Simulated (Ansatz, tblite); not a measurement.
**Tetraphenylethylene (C26H20): a ladder of methods and basis sets**

The task here is to estimate one member of a computed series from the others.

Program: Ansatz 0.2.0, Gaussian basis. Level of theory: as each input shows. These are calculated values, not measurements.

Levels to be run: GFN1-xTB, GFN2-xTB, PBE-D4/def2-TZVP, r2SCAN-D4/def2-TZVP, HF/def2-TZVP, r2SCAN0-D4/def2-TZVP, PBE-QIDH/def2-TZVP, PBE+5HF/def2-SVP, PBE+10HF/def2-SVP, PBE+15HF/def2-SVP, PBE+35HF/def2-SVP, PBE+50HF/def2-SVP, PBE-D4/def2-SVP, PBE0-D4/def2-SVP, HF/6-31G, B3LYP-D4/6-31G, MP2/def2-SVP, RPA/def2-SVP.

### The structure

The geometry is that of the singlet, from an earlier relaxation (PBE-D4/def2-SVP).

SMILES `c1ccc(C(=C(c2ccccc2)c2ccccc2)c2ccccc2)cc1`, 46 atoms, charge 0, spin multiplicity 1.

Bond lengths: C1–C2 1.405 Å, C1–C26 1.404 Å, C1–H27 1.101 Å, C2–C3 1.400 Å, C2–H28 1.101 Å, C3–C4 1.414 Å, C3–H29 1.100 Å, C4–C5 1.488 Å, C4–C25 1.414 Å, C5–C6 1.381 Å, C5–C19 1.488 Å, C6–C7 1.488 Å, C6–C13 1.488 Å, C7–C8 1.414 Å, C7–C12 1.414 Å, C8–C9 1.400 Å, C8–H30 1.100 Å, C9–C10 1.405 Å and more. Angles: C2–C1–C26 119.5°, C2–C1–H27 120.2°, C26–C1–H27 120.2°, C1–C2–C3 120.3°, C1–C2–H28 120.1°, C3–C2–H28 119.6°, C2–C3–C4 120.8°, C2–C3–H29 120.1°, C4–C3–H29 119.1°, C3–C4–C5 121.2°, C3–C4–C25 118.3°, C5–C4–C25 120.5°, C4–C5–C6 122.3°, C4–C5–C19 115.5°, C6–C5–C19 122.3°, C5–C6–C7 122.3°, C5–C6–C13 122.3°, C7–C6–C13 115.5° and more.

PBE0-D4/def2-TZVP was run before; its log isn't repeated, and its numbers join the tables.

Set-up of the first run:

Tight binding, by tblite at 300 K electronic temperature and without a spin-polarisation term:

```python
tblite.interface.Calculator('GFN1-xTB', numbers, positions, charge=0, uhf=0).singlepoint()
```

Tight binding, by tblite at 300 K electronic temperature and without a spin-polarisation term:

```python
tblite.interface.Calculator('GFN2-xTB', numbers, positions, charge=0, uhf=0).singlepoint()
```

start.molden holds the orbitals of an earlier run on this state, given as this run's starting guess.

The input, in.yaml:

```yaml
crystal:
  periodic: [false, false, false]
  atoms:
    - {symbol: C, position_ang: [2.750874, -2.810041, 2.628492]}
    - {symbol: C, position_ang: [1.696989, -3.251619, 1.811259]}
    - {symbol: C, position_ang: [1.022972, -2.349369, 0.979312]}
    - {symbol: C, position_ang: [1.388266, -0.984087, 0.944806]}
    - {symbol: C, position_ang: [0.687984, -0.020469, 0.052560]}
    - {symbol: C, position_ang: [-0.688107, 0.020565, -0.052319]}
    - {symbol: C, position_ang: [-1.579244, -0.685434, 0.908112]}
    - {symbol: C, position_ang: [-1.361158, -0.608111, 2.302775]}
    - {symbol: C, position_ang: [-2.213098, -1.264098, 3.199636]}
    - {symbol: C, position_ang: [-3.301970, -2.013129, 2.723341]}
    - {symbol: C, position_ang: [-3.539222, -2.087507, 1.341337]}
    - {symbol: C, position_ang: [-2.693140, -1.422265, 0.443781]}
    - {symbol: C, position_ang: [-1.380217, 0.773730, -1.133420]}
    - {symbol: C, position_ang: [-0.958567, 0.677290, -2.479349]}
    - {symbol: C, position_ang: [-1.624614, 1.378482, -3.491871]}
    - {symbol: C, position_ang: [-2.726726, 2.192829, -3.182491]}
    - {symbol: C, position_ang: [-3.165562, 2.287389, -1.851986]}
    - {symbol: C, position_ang: [-2.505948, 1.577306, -0.839721]}
    - {symbol: C, position_ang: [1.571002, 0.895921, -0.719138]}
    - {symbol: C, position_ang: [2.732328, 0.403272, -1.357833]}
    - {symbol: C, position_ang: [3.571034, 1.259636, -2.083918]}
    - {symbol: C, position_ang: [3.278017, 2.630244, -2.169632]}
    - {symbol: C, position_ang: [2.140682, 3.137145, -1.519204]}
    - {symbol: C, position_ang: [1.296508, 2.280227, -0.802573]}
    - {symbol: C, position_ang: [2.466729, -0.558212, 1.754015]}
    - {symbol: C, position_ang: [3.133939, -1.459533, 2.594508]}
    - {symbol: H, position_ang: [3.278206, -3.519315, 3.284841]}
    - {symbol: H, position_ang: [1.400696, -4.311873, 1.817936]}
    - {symbol: H, position_ang: [0.201257, -2.699914, 0.337895]}
    - {symbol: H, position_ang: [-0.512339, -0.019218, 2.679913]}
    - {symbol: H, position_ang: [-2.028984, -1.185487, 4.282176]}
    - {symbol: H, position_ang: [-3.969405, -2.531440, 3.428904]}
    - {symbol: H, position_ang: [-4.393282, -2.667446, 0.958649]}
    - {symbol: H, position_ang: [-2.886031, -1.477343, -0.638430]}
    - {symbol: H, position_ang: [-0.098808, 0.037512, -2.726354]}
    - {symbol: H, position_ang: [-1.283757, 1.284160, -4.534411]}
    - {symbol: H, position_ang: [-3.247888, 2.746460, -3.978619]}
    - {symbol: H, position_ang: [-4.031834, 2.918633, -1.600419]}
    - {symbol: H, position_ang: [-2.856785, 1.648618, 0.201073]}
    - {symbol: H, position_ang: [2.968729, -0.669371, -1.287291]}
    - {symbol: H, position_ang: [4.463153, 0.853839, -2.585563]}
    - {symbol: H, position_ang: [3.939443, 3.304016, -2.735746]}
    - {symbol: H, position_ang: [1.911993, 4.213008, -1.566037]}
    - {symbol: H, position_ang: [0.409495, 2.681794, -0.291230]}
    - {symbol: H, position_ang: [2.774051, 0.498262, 1.725044]}
    - {symbol: H, position_ang: [3.962330, -1.105059, 3.227199]}
basis:
  gaussian: {orbitals: def2-TZVP, fitting: {mean_field: def2-universal-jkfit}, initial_orbitals: start.molden}
hamiltonian: {xc: pbe, dispersion: d4}
scf: {omitted_lower_state_checks: [starts]}
output: {orbitals: {seedname: orbitals}}
```

Launch:

```sh
ansatz run in.yaml --threads 2 --pin off --events-out ev --progress --plain --max-ram 22528MiB --backend cuda --devices 0, --max-vram 18GiB
```

Among the steps run: PBE-D4/def2-TZVP; r2SCAN-D4/def2-TZVP; HF/def2-TZVP; r2SCAN0-D4/def2-TZVP; PBE-QIDH/def2-TZVP; PBE+5HF/def2-SVP; PBE+10HF/def2-SVP; PBE+15HF/def2-SVP; PBE+35HF/def2-SVP; PBE+50HF/def2-SVP; PBE-D4/def2-SVP; PBE0-D4/def2-SVP; HF/6-31G; B3LYP-D4/6-31G; MP2/def2-SVP; RPA/def2-SVP.

One table of the session follows, with a row left open; its other results are not shown here.

It belongs to the step «Binding energy». 

```
               level  binding an atom (eV)
            HF/6-31G                 3.708
         HF/def2-SVP                 3.972
        HF/def2-TZVP                 3.862
     PBE-D4/def2-SVP                     ?
    PBE-D4/def2-TZVP                 5.460
 r2SCAN-D4/def2-TZVP                 5.288
      B3LYP-D4/6-31G                 5.178
    PBE0-D4/def2-SVP                 5.435
   PBE0-D4/def2-TZVP                 5.347
r2SCAN0-D4/def2-TZVP                 5.203
        MP2/def2-SVP                 5.216
```

Estimate the missing values for PBE-D4/def2-SVP.

The run gave: binding an atom (eV): 5.544. In the column «binding an atom (eV)» it is the highest.

Caveats from the session: Free atoms were run apart at each level; binding is atoms less cluster, divided by the number of atoms, without zero-point or spin-orbit terms.
